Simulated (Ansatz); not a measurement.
# Si7Ge9: the cost of one run

Program: Ansatz 0.2.0. Level of theory: DFT PBEsol, scalar-relativistic, plane waves, PAW. These are calculated values, not measurements.

That is the level of the relaxation; later steps name their own.

## (1) The starting structure

The structure is triclinic, space group P1 (No. 1). The conventional cell has a = 7.859 Å, b = 7.859 Å, c = 7.859 Å, α = 60.00°, β = 60.00°, γ = 60.00°. Si (site symmetry 1) has 3 Ge at 2.41 Å and 1 Si at 2.41 Å as nearest neighbours. Ge (site symmetry 1) has 3 Ge at 2.41 Å and 1 Si at 2.41 Å as nearest neighbours. Ge (site symmetry 1) has 2 Si at 2.41 Å and 2 Ge at 2.41 Å as nearest neighbours. Si (site symmetry 1) has 2 Ge at 2.41 Å and 2 Si at 2.41 Å as nearest neighbours. Ge (site symmetry 1) is surrounded by 2 Ge at 2.41 Å and 2 Si at 2.41 Å. Si (site symmetry 1) is surrounded by 3 Si at 2.41 Å and 1 Ge at 2.41 Å. Ge (site symmetry 1) has 1 Ge at 2.41 Å and 3 Si at 2.41 Å as nearest neighbours. Only part of the 16 independent sites is listed.

Structure file:

```
Si Ge
1.0
     0.00000    5.55689    5.55689
     5.55689    0.00000    5.55689
     5.55689    5.55689    0.00000
Si Ge
7 9
Direct
  0.37500 0.37500 0.37500
  0.37500 0.87500 0.87500
  0.87500 0.87500 0.37500
  0.25000 0.75000 0.25000
  0.75000 0.25000 0.75000
  0.75000 0.75000 0.25000
  0.75000 0.75000 0.75000
  0.37500 0.37500 0.87500
  0.37500 0.87500 0.37500
  0.87500 0.37500 0.37500
  0.87500 0.37500 0.87500
  0.87500 0.87500 0.87500
  0.25000 0.25000 0.25000
  0.25000 0.25000 0.75000
  0.25000 0.75000 0.75000
  0.75000 0.25000 0.25000
```

(A quick probe on a coarse mesh, which set the mesh and smearing, is not shown.)

## (3) Relaxing cell and atoms

The input, input.yaml:

```yaml
crystal:
  lattice:
    - [0.0, 5.55688875, 5.55688875]
    - [5.55688875, 0.0, 5.55688875]
    - [5.55688875, 5.55688875, 0.0]
  atoms:
    - { symbol: Si, position: [0.375, 0.375, 0.375] }
    - { symbol: Ge, position: [0.375, 0.375, 0.875] }
    - { symbol: Ge, position: [0.375, 0.875, 0.375] }
    - { symbol: Si, position: [0.375, 0.875, 0.875] }
    - { symbol: Ge, position: [0.875, 0.375, 0.375] }
    - { symbol: Ge, position: [0.875, 0.375, 0.875] }
    - { symbol: Si, position: [0.875, 0.875, 0.375] }
    - { symbol: Ge, position: [0.875, 0.875, 0.875] }
    - { symbol: Ge, position: [0.25, 0.25, 0.25] }
    - { symbol: Ge, position: [0.25, 0.25, 0.75] }
    - { symbol: Si, position: [0.25, 0.75, 0.25] }
    - { symbol: Ge, position: [0.25, 0.75, 0.75] }
    - { symbol: Ge, position: [0.75, 0.25, 0.25] }
    - { symbol: Si, position: [0.75, 0.25, 0.75] }
    - { symbol: Si, position: [0.75, 0.75, 0.25] }
    - { symbol: Si, position: [0.75, 0.75, 0.75] }
basis:
  ecutwfc: 420
kpoints:
  mp_grid: { grid: [6, 6, 6] }
hamiltonian:
  xc: pbesol
scf:
  occupations: { method: gaussian, width: 0.02 }
output:
  forces: true
  stress: true
  eigenvalues: true
relax:
  adjacent_minimum: "off"
  f_tol: 0.005
  max_steps: 80
  cell: { stress_tol: 0.05 }
```

Run with:

```console
> ansatz run input.yaml --threads 4 --pin off --max-ram 10240MiB --backend cpu --events-out ev --progress --plain --runs-dir out
```

What time and memory should one allow on 4 threads of Arm Neoverse V2, shared host?

About 8.3 min, with a peak of 2.5 GiB.
